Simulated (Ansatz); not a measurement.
**CH5FN2SSi: one species, many methods**

One table from this session's results is given with a row withheld; the runs are named, their logs left out.

Computed with Ansatz 0.2.0, Gaussian basis. Level: functionals in def2-TZVPP, the program's frozen cores in correlated methods.

Levels to be run: PBE-D4, r2SCAN-D4, PBE0-D4, B3LYP-D4, ωB97X-V, ωB97M-V, B2PLYP; CCSD(T)/def2-TZVPP; MP2/def2-QZVPP; extrapolation to the limit.

**The relaxed structure**

The geometry comes from an earlier relaxation with PBE0-D4 in a triple-zeta def2 set; it is a stationary point, not always the lowest conformer.

SMILES `N=C(S)N[SiH2]F`, 11 atoms, charge 0, spin multiplicity 1.

Atoms are counted from 1 here; the program's logs count them from 0.

Bond lengths: N1–C2 1.265 Å, N1–H7 1.011 Å, C2–S3 1.784 Å, C2–N4 1.374 Å, S3–H8 1.340 Å, N4–Si5 1.733 Å, N4–H9 1.007 Å, Si5–F6 1.592 Å, Si5–H10 1.471 Å, Si5–H11 1.481 Å. Angles: C2–N1–H7 114.2°, N1–C2–S3 128.6°, N1–C2–N4 119.3°, S3–C2–N4 112.1°, C2–S3–H8 95.6°, C2–N4–Si5 120.7°, C2–N4–H9 117.2°, Si5–N4–H9 121.6°, N4–Si5–F6 112.5°, N4–Si5–H10 111.2°, N4–Si5–H11 104.0°, F6–Si5–H10 108.8°, F6–Si5–H11 107.0°, H10–Si5–H11 113.3°.

The first run:

Contents of in.yaml:

```yaml
crystal:
  periodic: [false, false, false]
  atoms:
    - {symbol: N, position_ang: [-0.012534, -0.342153, -1.457722]}
    - {symbol: C, position_ang: [0.320499, -0.785829, -0.320791]}
    - {symbol: S, position_ang: [1.147379, -2.315723, 0.078722]}
    - {symbol: N, position_ang: [0.077137, -0.023532, 0.795907]}
    - {symbol: Si, position_ang: [-0.537731, 1.590230, 0.649583]}
    - {symbol: F, position_ang: [-2.066013, 1.621509, 0.203037]}
    - {symbol: H, position_ang: [0.285158, -0.920526, -2.232222]}
    - {symbol: H, position_ang: [0.922185, -2.899605, -1.106368]}
    - {symbol: H, position_ang: [0.155303, -0.479533, 1.690129]}
    - {symbol: H, position_ang: [0.253643, 2.375850, -0.310262]}
    - {symbol: H, position_ang: [-0.479625, 2.122312, 2.030687]}
basis:
  gaussian: {orbitals: def2-TZVPP}
hamiltonian: {xc: pbe, dispersion: d4}
output: {forces: true, orbitals: {seedname: orbitals}}
```

Launch:

```sh
> ansatz run in.yaml --threads 4 --pin off --events-out ev --progress --plain --max-ram 10444MiB
```

Steps of the session up to this table: PBE-D4 (GGA); r2SCAN-D4 (meta-GGA); PBE0-D4 (hybrid); B3LYP-D4 (hybrid); ωB97X-V (range-separated); ωB97M-V (range-separated); B2PLYP (double hybrid); CCSD(T) in def2-TZVPP; MP2 in def2-QZVPP.

One of the session's tables, all rows but one given; the rest of the session is left out.

It belongs to the step «Atomisation energies». 

```
            method  atomisation energy (eV)
            PBE-D4                   43.284
         r2SCAN-D4                   42.070
           PBE0-D4                   42.058
          B3LYP-D4                   42.162
           ωB97X-V                   42.353
           ωB97M-V                   42.322
            B2PLYP                   41.588
     HF/def2-TZVPP                   28.332
    MP2/def2-TZVPP                   41.585
   CCSD/def2-TZVPP                   39.721
CCSD(T)/def2-TZVPP                        ?
           MP2/CBS                   43.063
       CCSD(T)/CBS                   42.053
```

Q: Estimate the row for CCSD(T)/def2-TZVPP from the others.

As computed: atomisation energy (eV): 40.575. In the column «atomisation energy (eV)» it lies between CCSD/def2-TZVPP (39.721) and MP2/def2-TZVPP (41.585).

Limits of these values: Free atoms (2 N, 1 C, 1 S, 1 Si, 1 F, 5 H) were run apart at each level; the atomisation energy is their sum less the molecule, without zero-point or spin-orbit terms.
